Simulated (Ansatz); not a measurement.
I need a few random alloy cells with their mixing energies of Ti-Ta random alloys. Use Ansatz's Python interface. Settings (first run): PBEsol, PAW, cutoff 520 eV, 9×9×9 k-points, Fermi-Dirac smearing of 0.05 eV.

Script `ti.py`:
```python
# -*- coding: utf-8 -*-
'''Random Ti-Ta cells of 8 mixed sites, after relaxing cells and atoms.'''

from collections import Counter

import ansatz as az
import numpy as np


def fcc(first, a):
    return (
        az.Lattice.fcc(a)
        .space_group(225)
        .atom(first, (0, 0, 0))
        .primitive()
    )

A_FIRST, A_LAST = 4.13, 4.16


def run_phase(name, crystal):
    calc = (
        crystal.calculation()
        .functional(az.Functional.PBESOL)
        .scf(tolerance=1e-05, algorithm='direct_min')
        .basis(520)  # cutoff of the orbital basis
        .kpoints(spacing=0.3)  # the mesh must be finer for metals
        .occupations('fermi_dirac', width=0.05)  # fractional filling near the Fermi level
        .band_table()
    )
    calc = calc.relax(force_tolerance=0.01, max_steps=60, cell=True)
    return calc.run()


def volume_per_atom(outcome):
    return abs(np.linalg.det(outcome.lattice.cell_ang)) / len(outcome.lattice.sites)


def counts(outcome):
    return Counter(site.symbol for site in outcome.lattice.sites)

phases = {'Ti': fcc('Ti', A_FIRST), 'Ta': fcc('Ta', A_LAST)}
for k in [5]:
    a = A_FIRST + (A_LAST - A_FIRST) * k / 8
    supercell = fcc('Ti', a).supercell(2).resolved()
    for seed in [45]:
        drawn = supercell.site_disorder().occupy('Ti', Ti=8 - k, Ta=k).random(seed=seed)
        phases[f'Ti{8 - k}Ta{k} seed {seed}'] = drawn.crystal

done = {name: run_phase(name, crystal) for name, crystal in phases.items()}

# mixing quantities against the straight line between the end members, both on this lattice
x = {name: counts(o)['Ta'] / (counts(o)['Ti'] + counts(o)['Ta']) for name, o in done.items()}
first, last = min(x, key=x.get), max(x, key=x.get)
energy = {name: o.report['energy_sigma0_ev'] / len(o.lattice.sites) for name, o in done.items()}
volume = {name: volume_per_atom(o) for name, o in done.items()}
rows = []
for name in sorted(done, key=x.get):
    line = lambda table: (1 - x[name]) * table[first] + x[name] * table[last]
    rows.append((name, x[name], 1000 * (energy[name] - line(energy)), volume[name], 100 * (volume[name] / line(volume) - 1)))
print('      cell       x(Ta)  E_mix (meV/atom)  V (A^3/atom)  excess V (%)')
for row in rows:
    print(f'{str(row[0]):>10}  {row[1]:10.3f}  {row[2]:+16.1f}  {row[3]:12.3f}  {row[4]:+12.2f}')
```

```console
$ python ti.py
DeckWarning: scf.convergence.dr2_threshold = 1e-5 eV is looser than this run's default, which is 1e-7 eV or tighter. The error in the forces grows as the threshold's square root, so leave the key out unless less accurate forces are enough
DeckWarning: relax.cell: scf.convergence.dr2_threshold = 1e-5 eV is looser than the 1e-10 eV advised for a relaxation that steers and ends on the stress (1e-10 eV for each atom of the cell: 1). What an SCF threshold leaves in a stress goes as its square root, [...]
DeckWarning: relax.cell: scf.convergence.dr2_threshold = 1e-5 eV is looser than the 8e-10 eV advised for a relaxation that steers and ends on the stress (1e-10 eV for each atom of the cell: 8). What an SCF threshold leaves in a stress goes as its square root, [...]
      cell       x(Ta)  E_mix (meV/atom)  V (A^3/atom)  excess V (%)
        Ti       0.000              +0.0        16.725         +0.00
Ti3Ta5 seed 45       0.625             -36.4        17.470         -1.14
        Ta       1.000              +0.0        18.239         +0.00
```
(Warnings from the package without file and line, shortened.)

Reading the output:
- The settings weren't tested for convergence.
- Spin is left out of this run.
- For the metals among these phases the mesh is modest: differences between phases can be off by up to 40 meV an atom.
- Spin-orbit coupling, which matters for elements this heavy, is left out.
- Cells of eight mixed sites are far from the random limit, and both end members stand on the same lattice, which need not be their own. Differences under about 40 meV an atom lie within the error of mesh and functional.
- The cells are prototypes set up for this calculation and needn't exist.
- Wall time of the script: 12 min on 1 thread of Arm Neoverse V1, on a shared host, peak memory 0.93 GiB.

(A comment or docstring line of the script was reworded after the run, the code is as it ran; lines on the test bed's own set-up are left out of the output.)
